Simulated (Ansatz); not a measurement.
# B2GeH6: the cost of one run

Method: RKS PBE0/def2-SVP, in Ansatz 0.2.0.

## Step 1: The starting structure

Bond lengths: B1–Ge2 1.998 Å, Ge2–B3 1.998 Å, B1–H4 1.168 Å, B1–H5 1.168 Å, Ge2–H6 1.505 Å, Ge2–H7 1.505 Å, B3–H8 1.167 Å, B3–H9 1.168 Å. Angles: B1–Ge2–B3 110.1°, B1–Ge2–H6 111.4°, B1–Ge2–H7 111.3°, B3–Ge2–H6 111.3°, B3–Ge2–H7 111.3°, H6–Ge2–H7 101.1°, Ge2–B1–H4 121.0°, Ge2–B1–H5 121.1°, H4–B1–H5 117.8°, Ge2–B3–H8 121.0°, Ge2–B3–H9 121.1°, H8–B3–H9 117.8°.

Structure file:

```xyz
9

B    -1.0060    0.6501   -1.1955
Ge    0.6517    0.2653   -0.1480
B     0.2326   -0.9635    1.3712
H    -1.3465   -0.0548   -2.0619
H    -1.7062    1.5398   -0.9102
H     1.3029    1.5327    0.3362
H     1.7352   -0.3000   -1.0263
H     0.2556   -2.1218    1.2306
H    -0.1192   -0.5478    2.4039
```

## Step 2: Relaxing end A

Contents of input.yaml:

```yaml
crystal:
  periodic: [false, false, false]
  atoms:
    - { symbol: B, position_ang: [-1.00596, 0.65008, -1.19552] }
    - { symbol: Ge, position_ang: [0.65166, 0.26532, -0.14798] }
    - { symbol: B, position_ang: [0.23261, -0.96345, 1.37117] }
    - { symbol: H, position_ang: [-1.34655, -0.05481, -2.06194] }
    - { symbol: H, position_ang: [-1.70624, 1.53977, -0.91023] }
    - { symbol: H, position_ang: [1.30294, 1.53272, 0.33625] }
    - { symbol: H, position_ang: [1.73523, -0.3, -1.02629] }
    - { symbol: H, position_ang: [0.25556, -2.12184, 1.23061] }
    - { symbol: H, position_ang: [-0.11924, -0.54779, 2.40393] }
basis:
  gaussian: { orbitals: def2-SVP }
hamiltonian:
  xc: pbe0
relax:
  f_tol: 0.02
  max_steps: 50
```

The run is started by

```bash
$ ansatz run input.yaml --threads 2 --pin off --max-ram 3072MiB --backend cpu --events-out ev --progress --plain --runs-dir out
```

What time and memory should one allow on 2 threads of Arm Neoverse V1, shared host?

About 14 s, with a peak of 0.18 GiB.
